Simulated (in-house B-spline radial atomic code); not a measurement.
**Ta: ionisation energy by several methods**

One table from this session's results is given with a row withheld; the runs are named, their logs left out.

Program: in-house B-spline radial atomic code version 1. Level of theory: scalar-relativistic (X2C), several functionals, spin-polarised, exact exchange averaged over the configuration; spherical all-electron atom at the radial basis limit. These are calculated values, not measurements, unless marked.

## What is computed

* element: tantalum (Z = 73)
* charge: 0
* electrons: 73
* configuration: [Xe] 4f14 5d3 6s2
* nucleus: Fermi, rms radius 5.351 fm

The outer shells:

[Xe] 4f14 5d3 6s2
```
[Xe] core
4f [↑↓][↑↓][↑↓][↑↓][↑↓][↑↓][↑↓]
5d [↑ ][↑ ][↑ ][  ][  ]
6s [↑↓]
```

Where spins are not typed, each open shell is filled with up spins first.

Set-up of the first run:

Settings of the run:

```ini
Z = 73
electrons = 73.0
configuration = [Xe] 4f14 5d3 6s2
hamiltonian = x2c
method = r2scan0
spin_polarised = True
nucleus = fermi
rms_radius = 5.3507
mass_number = 181
atomic_mass = 180.947998528
speed_of_light = 137.035999084
exact_exchange = averaged over the configuration
```

Run with:

```
> python run_scf.py task.json out
```

One command runs all members of the session, one after another, from task.json.

Among the steps run: r2SCAN0, a global hybrid; M06-2X, a global hybrid; BHandHLYP, a global hybrid; HSE06, a range-separated hybrid; LC-ωPBE, a range-separated hybrid.

One of the session's tables, all rows but one given; the rest of the session is left out.

| method | ΔSCF (eV) |
| --- | --- |
| r2SCAN0 | ? |
| M06-2X | 7.844 |
| BHandHLYP | 7.276 |
| HSE06 | 7.182 |
| LC-ωPBE | 6.908 |

Estimate the missing values for r2SCAN0.

The run gave: ΔSCF (eV): 6.975. In the column «ΔSCF (eV)» it lies between LC-ωPBE (6.908) and HSE06 (7.182).

Caveats from the session: Relativistic terms that these runs lack can be as large as the gaps between close methods, so the nearest may be so by luck. Spin-orbit coupling is left out.
